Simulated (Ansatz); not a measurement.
# B2SbP3: the cost of one run

Program: Ansatz 0.2.0. Level of theory: DFT PBE, scalar-relativistic, plane waves, PAW. These are calculated values, not measurements.

## (1) The system as given

It takes space group P6/mmm (No. 191, hexagonal). Conventional cell: a = 3.681 Å, b = 3.681 Å, c = 8.733 Å, α = 90.00°, β = 90.00°, γ = 120.00°. B (site symmetry 6mm) has 1 Sb at 2.07 Å and 1 P at 2.30 Å in its first shell of neighbours. Around Sb (site symmetry 6/mmm) lie 2 B at 2.07 Å. P (site symmetry -6m2) is surrounded by 6 P at 2.13 Å. Around P (site symmetry 6/mmm) lie 6 P at 2.13 Å and 2 B at 2.30 Å.

Structure file:

```cif
data_structure
_symmetry_space_group_name_H-M 'P 1'
_symmetry_Int_Tables_number 1
_cell_length_a 3.6809
_cell_length_b 3.6809
_cell_length_c 8.7334
_cell_angle_alpha 90.000
_cell_angle_beta 90.000
_cell_angle_gamma 120.000
_cell_volume 102.48
loop_
_atom_site_label
_atom_site_type_symbol
_atom_site_fract_x
_atom_site_fract_y
_atom_site_fract_z
_atom_site_occupancy
B1 B 0.00000 0.00000 0.26307 1
B2 B 0.00000 0.00000 0.73693 1
Sb1 Sb 0.00000 0.00000 0.50000 1
P1 P 0.33333 0.66667 0.00000 1
P2 P 0.66667 0.33333 0.00000 1
P3 P 0.00000 0.00000 0.00000 1
```

A structure generator made this guess: random cell by space group and Wyckoff sites (P6/mmm, No. 191). Its size is a rough estimate.

## (2) The guess as it stands, on a coarse mesh

Input file input.yaml:

```yaml
crystal:
  lattice:
    - [3.68092202, 0.0, 0.0]
    - [-1.84046101, 3.18777198, 0.0]
    - [0.0, 0.0, 8.73341886]
  atoms:
    - { symbol: B, position: [0.0, 0.0, 0.26306876] }
    - { symbol: B, position: [0.0, 0.0, 0.73693124] }
    - { symbol: Sb, position: [0.0, 0.0, 0.5] }
    - { symbol: P, position: [0.33333333, 0.66666667, 0.0] }
    - { symbol: P, position: [0.66666667, 0.33333333, 0.0] }
    - { symbol: P, position: [0.0, 0.0, 0.0] }
basis:
  ecutwfc: 420
kpoints:
  mp_grid: { grid: [6, 6, 2] }
hamiltonian:
  xc: pbe
scf:
  occupations: { method: gaussian, width: 0.1 }
  lower_state_search: "off"
output:
  forces: true
  stress: true
  eigenvalues: true
```

Started as:

```bash
> ansatz run input.yaml --threads 1 --pin off --max-ram 2560MiB --backend cpu --events-out ev --progress --plain --runs-dir out
```

What time and memory should one allow on 1 thread of Intel Xeon at 2.50GHz (Skylake/Cascade Lake), shared host?

About 5.3 s, with a peak of 0.38 GiB.
